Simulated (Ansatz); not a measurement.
# C2H6Cl2GaN: basis-set convergence

The task here is to estimate one member of a computed series from the others.

The runs use Ansatz 0.2.0, Gaussian basis; one geometry, several basis sets.

The runs, in order: PBE0-D4/def2-SVP; ωB97M-V/def2-SVP; PBE0-D4/def2-QZVPP; ωB97M-V/def2-QZVPP; the functionals' def2-TZVPP values are taken from earlier runs.

### The geometry

An earlier PBE0-D4 in a triple-zeta def2 set relaxation fixed the geometry.

12 atoms, charge 0, spin multiplicity 1.

Atoms are counted from 1 here; the program's logs count them from 0.

Bond lengths: C1–N2 1.442 Å, C1–H7 1.098 Å, C1–H8 1.098 Å, C1–H9 1.091 Å, N2–C3 1.442 Å, N2–Ga4 1.797 Å, C3–H10 1.091 Å, C3–H11 1.098 Å, C3–H12 1.098 Å, Ga4–Cl5 2.127 Å, Ga4–Cl6 2.127 Å. Angles: N2–C1–H7 111.2°, N2–C1–H8 111.2°, N2–C1–H9 110.9°, H7–C1–H8 107.5°, H7–C1–H9 108.0°, H8–C1–H9 108.0°, C1–N2–C3 114.3°, C1–N2–Ga4 122.9°, C3–N2–Ga4 122.9°, N2–C3–H10 110.9°, N2–C3–H11 111.2°, N2–C3–H12 111.2°, H10–C3–H11 108.0°, H10–C3–H12 108.0°, H11–C3–H12 107.5°, N2–Ga4–Cl5 120.5°, N2–Ga4–Cl6 120.5°, Cl5–Ga4–Cl6 118.9°.

Geometry (Å):

```xyz
12

C    -0.5041   -0.5706    1.2243
N    -0.0003    0.0003   -0.0003
C     0.9826   -0.8128   -0.6725
Ga   -0.5497    1.5894   -0.6340
Cl    0.2441    2.3622   -2.4498
Cl   -2.0049    2.7286    0.4192
H     0.3051   -0.7326    1.9491
H    -0.9841   -1.5415    1.0415
H    -1.2420    0.0878    1.6855
H     1.3249   -0.3304   -1.5894
H     0.5694   -1.7947   -0.9403
H     1.8590   -0.9858   -0.0333
```

Set-up of the first run:

in.yaml reads:

```yaml
crystal:
  periodic: [false, false, false]
  atoms:
    - {symbol: C, position_ang: [-0.504137, -0.570583, 1.224274]}
    - {symbol: N, position_ang: [-0.000337, 0.000302, -0.000274]}
    - {symbol: C, position_ang: [0.982628, -0.812844, -0.672470]}
    - {symbol: Ga, position_ang: [-0.549730, 1.589408, -0.633976]}
    - {symbol: Cl, position_ang: [0.244090, 2.362250, -2.449839]}
    - {symbol: Cl, position_ang: [-2.004933, 2.728647, 0.419212]}
    - {symbol: H, position_ang: [0.305117, -0.732589, 1.949104]}
    - {symbol: H, position_ang: [-0.984057, -1.541549, 1.041480]}
    - {symbol: H, position_ang: [-1.242007, 0.087825, 1.685483]}
    - {symbol: H, position_ang: [1.324931, -0.330413, -1.589392]}
    - {symbol: H, position_ang: [0.569414, -1.794689, -0.940328]}
    - {symbol: H, position_ang: [1.859012, -0.985754, -0.033273]}
basis:
  gaussian: {orbitals: def2-SVP}
hamiltonian: {xc: pbe0, dispersion: d4}
output: {orbitals: {seedname: orbitals}}
```

Launch:

```sh
ansatz run in.yaml --threads 4 --pin off --events-out ev --progress --plain --max-ram 11315MiB
```

Among the steps run: PBE0-D4 in def2-SVP; ωB97M-V in def2-SVP; PBE0-D4 in def2-QZVPP; ωB97M-V in def2-QZVPP.

One of the session's tables, all rows but one given; the rest of the session is left out.

It belongs to the step «Functionals by basis». 

```
functional       basis  HOMO (eV)
   PBE0-D4    def2-SVP          ?
   PBE0-D4  def2-TZVPP      -6.87
   PBE0-D4  def2-QZVPP      -6.90
   ωB97M-V    def2-SVP      -9.02
   ωB97M-V  def2-TZVPP      -9.14
   ωB97M-V  def2-QZVPP      -9.18
```

**Question.** Estimate the row for PBE0-D4, def2-SVP.

As computed: HOMO (eV): -6.77. In the column «HOMO (eV)» it is the highest.
